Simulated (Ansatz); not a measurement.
**CH₇FO₂Si₂: how energies converge with the basis set**

One table from this session's results is given with a row withheld; the runs are named, their logs left out.

Method: one geometry, several basis sets; program: Ansatz 0.2.0, Gaussian basis.

Plan: PBE0-D4/def2-SVP; ωB97M-V/def2-SVP; PBE0-D4/def2-QZVPP; ωB97M-V/def2-QZVPP; the functionals' def2-TZVPP values are taken from earlier runs.

## The geometry

All runs share one geometry, relaxed beforehand with PBE0-D4 in a triple-zeta def2 set.

13 atoms, charge 0, spin multiplicity 1.

Atoms are counted from 1 here; the program's logs count them from 0.

Bond lengths: C1–Si2 1.859 Å, C1–H7 1.092 Å, C1–H8 1.093 Å, C1–H9 1.093 Å, Si2–O3 1.654 Å, Si2–Si4 2.353 Å, Si2–H10 1.494 Å, O3–H11 0.960 Å, Si4–O5 1.647 Å, Si4–F6 1.607 Å, Si4–H12 1.490 Å, O5–H13 0.959 Å. Angles: Si2–C1–H7 111.0°, Si2–C1–H8 110.6°, Si2–C1–H9 110.2°, H7–C1–H8 108.4°, H7–C1–H9 108.5°, H8–C1–H9 108.1°, C1–Si2–O3 108.6°, C1–Si2–Si4 114.0°, C1–Si2–H10 109.4°, O3–Si2–Si4 105.9°, O3–Si2–H10 110.9°, Si4–Si2–H10 108.1°, Si2–O3–H11 115.6°, Si2–Si4–O5 102.0°, Si2–Si4–F6 111.7°, Si2–Si4–H12 118.8°, O5–Si4–F6 109.6°, O5–Si4–H12 110.1° and more.

Set-up of the first run:

Input file in.yaml:

```yaml
crystal:
  periodic: [false, false, false]
  atoms:
    - {symbol: C, position_ang: [-1.353913, 1.541485, -0.603844]}
    - {symbol: Si, position_ang: [-0.564369, -0.140281, -0.656345]}
    - {symbol: O, position_ang: [-1.558903, -1.215325, 0.112809]}
    - {symbol: Si, position_ang: [1.502204, -0.262841, 0.461885]}
    - {symbol: O, position_ang: [1.427468, -1.753749, 1.157476]}
    - {symbol: F, position_ang: [1.626931, 0.859205, 1.605025]}
    - {symbol: H, position_ang: [-1.452747, 1.895957, 0.423919]}
    - {symbol: H, position_ang: [-0.755070, 2.265249, -1.162892]}
    - {symbol: H, position_ang: [-2.348957, 1.504533, -1.054518]}
    - {symbol: H, position_ang: [-0.345816, -0.541849, -2.079067]}
    - {symbol: H, position_ang: [-1.118839, -1.947328, 0.551103]}
    - {symbol: H, position_ang: [2.756882, -0.128555, -0.330048]}
    - {symbol: H, position_ang: [2.205429, -2.111200, 1.589299]}
basis:
  gaussian: {orbitals: def2-SVP}
hamiltonian: {xc: pbe0, dispersion: d4}
output: {orbitals: {seedname: orbitals}}
```

The run is started by

```bash
$ ansatz run in.yaml --threads 2 --pin off --events-out ev --progress --plain --max-ram 32768MiB --backend cpu
```

Among the steps run: PBE0-D4 in def2-SVP; ωB97M-V in def2-SVP; PBE0-D4 in def2-QZVPP; ωB97M-V in def2-QZVPP.

One table of the session follows, with a row left open; its other results are not shown here.

It belongs to the step «Density functionals: the series». 

```
functional       basis  HOMO (eV)  LUMO (eV)
   PBE0-D4    def2-SVP      -7.59       0.05
   PBE0-D4  def2-TZVPP      -7.71      -0.45
   PBE0-D4  def2-QZVPP      -7.75      -0.60
   ωB97M-V    def2-SVP      -9.65       1.90
   ωB97M-V  def2-TZVPP          ?          ?
   ωB97M-V  def2-QZVPP      -9.84       0.90
```

Q: Estimate the row for ωB97M-V, def2-TZVPP from the others.

As computed: HOMO (eV): -9.80; LUMO (eV): 1.23. In the column «HOMO (eV)» it lies between ωB97M-V, def2-QZVPP (-9.84) and ωB97M-V, def2-SVP (-9.65).
